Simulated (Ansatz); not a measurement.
# BaSi3 (AuCu3 type): equation of state

An exercise on one series of results from a longer session: the logs are not shown, and one member is left open.

Method: DFT PBE, scalar-relativistic, plane waves, PAW, in Ansatz 0.2.0.

2 further runs of the same task are left out: 2 that didn't finish.

**The starting structure**

The structure is cubic, space group Pm-3m (No. 221). The conventional cell has a = 4.487 Å, b = 4.487 Å, c = 4.487 Å, α = 90.00°, β = 90.00°, γ = 90.00°. Ba (site symmetry m-3m) is surrounded by 12 Si at 3.17 Å. Around Si (site symmetry 4/mmm) lie 4 Ba at 3.17 Å and 8 Si at 3.17 Å.

As a file:

```cif
data_structure
_symmetry_space_group_name_H-M 'Pm-3m'
_symmetry_Int_Tables_number 221
_cell_length_a 4.4872
_cell_length_b 4.4872
_cell_length_c 4.4872
_cell_angle_alpha 90.000
_cell_angle_beta 90.000
_cell_angle_gamma 90.000
_cell_volume 90.35
loop_
_atom_site_label
_atom_site_type_symbol
_atom_site_symmetry_multiplicity
_atom_site_Wyckoff_symbol
_atom_site_fract_x
_atom_site_fract_y
_atom_site_fract_z
_atom_site_occupancy
Ba1 Ba 1 a 0.00000 0.00000 0.00000 1
Si1 Si 3 c 0.00000 0.50000 0.50000 1
```

An earlier run at PBE left this cell at 22.588 Å³/atom and 0.00 GPa (8×8×8 mesh).

Volume factors to run: 0.980, 1.020, 0.960, 1.040, 1.070, 1.100, 0.945.

The first run:

File input.yaml:

```yaml
crystal:
  lattice:
    - [4.457103219, 0.0, 0.0]
    - [0.0, 4.457103219, 0.0]
    - [0.0, 0.0, 4.457103219]
  atoms:
    - { symbol: Ba, position: [0.0, 0.0, 0.0] }
    - { symbol: Si, position: [0.0, 0.5, 0.5] }
    - { symbol: Si, position: [0.5, 0.5, 0.0] }
    - { symbol: Si, position: [0.5, 0.0, 0.5] }
basis:
  ecutwfc: 420
  ecutrho_ratio: 4
kpoints:
  mp_grid: { grid: [8, 8, 8] }
hamiltonian:
  xc: pbe
scf:
  occupations: { method: gaussian, width: 0.05 }
output:
  forces: true
  stress: true
  eigenvalues: true
```

The run is started by

```bash
$ ansatz run input.yaml --threads 2 --pin off --max-ram 2662MiB --backend cpu --events-out ev --progress --plain --runs-dir out
```

Steps of the session up to this table: Volume × 0.980; At 1.020 of the relaxed volume; Scaling the volume by 0.960; Volume × 1.040; Scaling the volume by 1.070; Volume × 1.100; At 0.945 of the relaxed volume.

One table of the session follows, with a row left open; its other results are not shown here.

It belongs to the step «Energy and pressure against volume». 

```
volume (Å³/atom)  energy (meV/atom)  pressure (GPa)
          21.345              12.07            3.27
          21.684               6.22            2.28
          22.136               1.51            1.08
          22.588               0.00            0.00
          23.039               1.38           -0.97
          23.491               5.37           -1.85
          24.169                  ?               ?
          24.846              30.32           -3.97
```

Q: Estimate the row for volume (Å³/atom) = 24.169 from the others.

Worked estimate for «energy (meV/atom)». A straight line through the neighbours (23.491, 5.37) and (24.846, 30.32) gives 5.37 + (30.32 − 5.37) × (24.169 − 23.491) / (24.846 − 23.491) = 17.85; a parabola fitted to 3 rows on both sides gives 15.42.

As computed: energy (meV/atom): 15.63; pressure (GPa): -2.99. In «energy (meV/atom)» the line misses by +2.22 and the parabola by -0.21.
